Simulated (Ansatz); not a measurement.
# BePd: a trigonal deformation path

One table from this session's results is given with a row withheld; the runs are named, their logs left out.

Computed with Ansatz 0.2.0 (DFT PBEsol, scalar-relativistic, plane waves, PAW, unless a step's input says otherwise).

### Starting point

The structure is cubic, space group Pm-3m (No. 221). The conventional cell has a = 2.813 Å, b = 2.813 Å, c = 2.813 Å, α = 90.00°, β = 90.00°, γ = 90.00°. Be (site symmetry m-3m) is surrounded by 8 Pd at 2.44 Å. Pd (site symmetry m-3m) is surrounded by 8 Be at 2.44 Å.

Coordinates:

```cif
data_structure
_symmetry_space_group_name_H-M 'P 1'
_symmetry_Int_Tables_number 1
_cell_length_a 2.8130
_cell_length_b 2.8130
_cell_length_c 2.8130
_cell_angle_alpha 90.000
_cell_angle_beta 90.000
_cell_angle_gamma 90.000
_cell_volume 22.26
loop_
_atom_site_label
_atom_site_type_symbol
_atom_site_fract_x
_atom_site_fract_y
_atom_site_fract_z
_atom_site_occupancy
Be1 Be 0.00000 0.00000 0.00000 1
Pd1 Pd 0.50000 0.50000 0.50000 1
```

The cell is taken as given, not relaxed at this level.

### Zero of energy

Reference values: F = -6998.2472 eV; pressure -2.99 GPa; largest force 0.000 eV/Å; gap on the mesh none (metal). It was computed beforehand with the settings of the runs below.

Set-up of the first run:

At fixed volume and fractional coordinates, lengths along (0.577, 0.577, 0.577) are scaled against those across it; ρ is that ratio over its starting value.

The input, input.yaml:

```yaml
crystal:
  lattice:
    - [2.9534649278, -0.5906929856, -0.5906929856]
    - [-0.5906929856, 2.9534649278, -0.5906929856]
    - [-0.5906929856, -0.5906929856, 2.9534649278]
  atoms:
    - { symbol: Be, position: [0.0, 0.0, 0.0] }
    - { symbol: Pd, position: [0.5, 0.5, 0.5] }
basis:
  ecutwfc: 420
kpoints:
  mp_grid: { grid: [18, 18, 18] }
hamiltonian:
  xc: pbesol
scf:
  occupations: { method: gaussian, width: 0.15 }
output:
  forces: true
  stress: true
  eigenvalues: true
```

Run with:

```
ansatz run input.yaml --threads 1 --pin off --max-ram 2560MiB --backend cpu --events-out ev --progress --plain --runs-dir out
```

Among the steps run: At ρ = 0.500; Point ρ = 2.000; ρ = 0.710; ρ = 1.410; Point ρ = 0.600; Point ρ = 0.850; At ρ = 1.200; At ρ = 1.700; ρ = 0.930; ρ = 1.080.

One of the session's tables, all rows but one given; the rest of the session is left out.

| ρ | ΔE (meV/atom) | pressure (GPa) |
| --- | --- | --- |
| 0.500 | 4250.2 | 106.9 |
| 0.600 | ? | ? |
| 0.710 | 715.8 | 18.8 |
| 0.850 | 130.6 | 1.2 |
| 0.930 | 22.7 | -2.2 |
| 1.000 | 0.0 | -3.0 |
| 1.080 | 20.2 | -2.3 |
| 1.200 | 95.8 | 0.3 |
| 1.410 | 252.4 | 5.9 |
| 1.700 | 393.8 | 11.1 |
| 2.000 | 440.1 | 12.3 |

Q: Estimate the row for ρ = 0.600 from the others.

Worked estimate for «ΔE (meV/atom)». A straight line through the neighbours (0.500, 4250.2) and (0.710, 715.8) gives 4250.2 + (715.8 − 4250.2) × (0.600 − 0.500) / (0.710 − 0.500) = 2567.2; a parabola fitted to 3 rows on both sides gives 2169.6.

**Answer.** ΔE (meV/atom): 1886.9; pressure (GPa): 49.7. In «ΔE (meV/atom)» the line misses by +680.3 and the parabola by +282.7.
